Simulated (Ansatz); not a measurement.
A nudged elastic band was laid between two geometries of a periodic cell of 17 atoms, LiSi16 (host Si, host structure diamond, interstitial Li), cell charge +1.

All numbers below come from DFT PBE, scalar-relativistic, plane waves, PAW in Ansatz. Settings: PAW set soft_1, cutoff 420 eV, k mesh 2x2x2, gaussian smearing 0.02 eV, no spin polarisation.

| Item | Value |
| --- | --- |
| movable images | 7 |
| climbing image | yes |
| spring | 5.0 eV/Å² |
| optimiser | quadratic models (default) |
| start path | straight line |
| force threshold | 0.05 eV/Å |
| iteration limit | 63 |
| end points | relaxed |

First end point:

```xyz
17
Lattice="0.0000 5.4300 5.4300 5.4300 0.0000 5.4300 5.4300 5.4300 0.0000" Properties=species:S:1:pos:R:3
Si -0.030 -0.032 0.028
Si 1.314 1.312 1.384
Si 2.681 2.679 0.057
Si 4.051 4.049 1.376
Si 2.673 -0.019 2.754
Si 4.043 1.312 4.113
Si 5.370 2.679 2.747
Si 6.721 4.059 4.136
Si -0.017 2.671 2.754
Si 1.314 4.041 4.113
Si 2.681 5.368 2.746
Si 4.061 6.719 4.136
Si 2.673 2.671 5.444
Si 4.050 4.048 6.807
Si 5.383 5.381 5.474
Si 6.721 6.719 6.797
Li 8.094 8.092 8.193
```

Last end point:

```xyz
17
Lattice="0.0000 5.4300 5.4300 5.4300 0.0000 5.4300 5.4300 5.4300 0.0000" Properties=species:S:1:pos:R:3
Si -0.063 -0.064 -0.010
Si 1.318 1.317 1.345
Si 2.702 2.701 -0.009
Si 4.034 4.033 1.323
Si 2.686 -0.048 2.672
Si 4.013 1.318 4.038
Si 5.367 2.700 2.656
Si 6.748 4.055 4.037
Si -0.047 2.685 2.672
Si 1.319 4.013 4.038
Si 2.701 5.366 2.656
Si 4.056 6.747 4.037
Si 2.685 2.685 5.404
Si 4.034 4.033 6.753
Si 5.383 5.382 5.405
Si 6.749 6.748 6.732
Li 6.750 6.749 9.469
```

(1) What changes between the two ends?

(2) What energy profile does the band end with?

(3) What is the geometry of the highest image?

Results:

(1) Contacts lost: Si14–Li17. Contacts made: Si1–Li17, Si2–Li17, Si6–Li17, Si10–Li17. The atom that moves furthest is Li17, by 2.29 Å.

(2) The run converged. The highest image is number 4 of 0 to 8, 0.59 eV above the ends, which have the same energy within 2 meV. By the program's own check the climbing image is of a kind that is not told: the force calls were inconclusive, a negative curvature could not be distinguished from the path's own, the only one lies far off the path, or fixed occupations may fill a level only in part (lowest curvatures found: -2.20 and 0.87 eV/Å²). Limits of this set-up: charged cell in a uniform background, uncorrected.

```tsv
image	path coordinate (Å)	energy (eV)	Si14–Li17 (Å)	Si1–Li17 (Å)	Si2–Li17 (Å)
0	0.00	0.00	2.40	4.67	4.48
1	0.31	0.07	2.51	4.36	4.28
2	0.62	0.26	2.75	4.02	4.03
3	0.94	0.49	3.05	3.68	3.77
4	1.25	0.59	3.36	3.36	3.52
5	1.57	0.48	3.69	3.04	3.28
6	1.89	0.25	4.04	2.73	3.05
7	2.21	0.06	4.39	2.49	2.86
8	2.54	0.00	4.70	2.39	2.74
```

(3) 
```xyz
17
Lattice="0.0000 5.4300 5.4300 5.4300 0.0000 5.4300 5.4300 5.4300 0.0000" Properties=species:S:1:pos:R:3
Si 0.056 0.054 -0.093
Si 1.352 1.350 1.368
Si 2.732 2.731 0.067
Si 4.140 4.139 1.252
Si 2.643 -0.031 2.749
Si 4.025 1.350 4.040
Si 5.325 2.731 2.660
Si 6.693 4.099 4.130
Si -0.030 2.642 2.749
Si 1.352 4.023 4.040
Si 2.732 5.324 2.660
Si 4.100 6.691 4.130
Si 2.643 2.642 5.422
Si 3.939 3.938 6.883
Si 5.285 5.284 5.537
Si 6.693 6.691 6.722
Li 7.428 7.426 8.825
```

Run time: 4.3 min on 1 thread of AMD EPYC 7R43 64-Core Processor (Zen 3), with other jobs on the host, peak memory 0.96 GiB.
